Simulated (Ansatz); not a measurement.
# GaH3O2S: one species, many methods

An exercise on one series of results from a longer session: the logs are not shown, and one member is left open.

Computed with Ansatz 0.2.0, Gaussian basis. Level: functionals in def2-TZVPP, the program's frozen cores in correlated methods.

Plan: LDA (SPW92), PBE-D4, revPBE-D4, BLYP-D4, r2SCAN-D4, B97M-V, PBE0-D4, B3LYP-D4, r2SCANh-D4, r2SCAN0-D4, HSE06-D4, BHLYP-D4, CAM-B3LYP-D4, LC-ωPBE, ωB97X-V, ωB97M-V, B2PLYP, PBE-QIDH; CCSD(T)/def2-SVP; CCSD(T)/def2-TZVPP; MP2/def2-QZVPP; extrapolation to the limit; RPA on PBE.

### The relaxed structure

An earlier PBE0-D4 in a triple-zeta def2 set relaxation fixed the geometry.

SMILES `[OH][Ga]([OH])[SH]`, 7 atoms, charge 0, spin multiplicity 1.

Atoms are counted from 1 here; the program's logs count them from 0.

Bond lengths: O1–Ga2 1.774 Å, O1–H5 0.959 Å, Ga2–O3 1.772 Å, Ga2–S4 2.199 Å, O3–H6 0.959 Å, S4–H7 1.343 Å. Angles: Ga2–O1–H5 114.4°, O1–Ga2–O3 114.3°, O1–Ga2–S4 124.5°, O3–Ga2–S4 121.2°, Ga2–O3–H6 114.0°, Ga2–S4–H7 93.8°.

Set-up of the first run:

The input, in.yaml:

```yaml
crystal:
  periodic: [false, false, false]
  atoms:
    - {symbol: O, position_ang: [-1.503351, -0.944889, -0.182838]}
    - {symbol: Ga, position_ang: [-0.022049, -0.087719, 0.282540]}
    - {symbol: O, position_ang: [0.365845, -0.185767, 2.009132]}
    - {symbol: S, position_ang: [1.267393, 1.018479, -1.113196]}
    - {symbol: H, position_ang: [-1.716197, -0.888639, -1.116050]}
    - {symbol: H, position_ang: [1.170262, 0.274831, 2.255584]}
    - {symbol: H, position_ang: [0.499299, 0.745703, -2.180872]}
basis:
  gaussian: {orbitals: def2-TZVPP}
hamiltonian: {xc: lda}
output: {orbitals: {seedname: orbitals}}
```

On the command line:

```sh
$ ansatz run in.yaml --threads 4 --pin off --events-out ev --progress --plain --max-ram 10444MiB
```

Steps of the session up to this table: LDA; PBE-D4 (GGA); revPBE-D4 (GGA); BLYP-D4 (GGA); r2SCAN-D4 (meta-GGA); B97M-V (meta-GGA); PBE0-D4 (hybrid); B3LYP-D4 (hybrid); r2SCANh-D4 (hybrid); r2SCAN0-D4 (hybrid); HSE06-D4 (hybrid); BHLYP-D4 (hybrid); CAM-B3LYP-D4 (range-separated); LC-ωPBE (range-separated); ωB97X-V (range-separated); ωB97M-V (range-separated); B2PLYP (double hybrid); PBE-QIDH (double hybrid).

One table of the session follows, with a row left open; its other results are not shown here.

It belongs to the step «Frontier levels by functional». 

```
  functional  HOMO (eV)  gap (eV)
 LDA (SPW92)      -6.81      4.73
      PBE-D4      -6.65      4.84
   revPBE-D4      -6.59      4.91
     BLYP-D4      -6.49      4.69
   r2SCAN-D4      -6.98      5.53
      B97M-V      -7.01      5.40
     PBE0-D4      -7.96      7.07
    B3LYP-D4          ?         ?
  r2SCANh-D4      -7.46      6.33
  r2SCAN0-D4      -8.17      7.51
    HSE06-D4      -7.55      6.30
    BHLYP-D4      -9.10      9.00
CAM-B3LYP-D4      -9.31      9.30
     LC-ωPBE     -10.74     12.08
     ωB97X-V     -10.34     11.48
     ωB97M-V     -10.17     11.04
```

Estimate the missing values for B3LYP-D4.

Worked estimate for «HOMO (eV)». Against the share of exact exchange, BLYP-D4 (0, -6.49), BHLYP-D4 (0.5, -9.10) give a slope of -5.22 per unit share; at 0.2 the line stands at -7.53.

The run gave: HOMO (eV): -7.70; gap (eV): 6.46. In «HOMO (eV)» the line misses by +0.17.
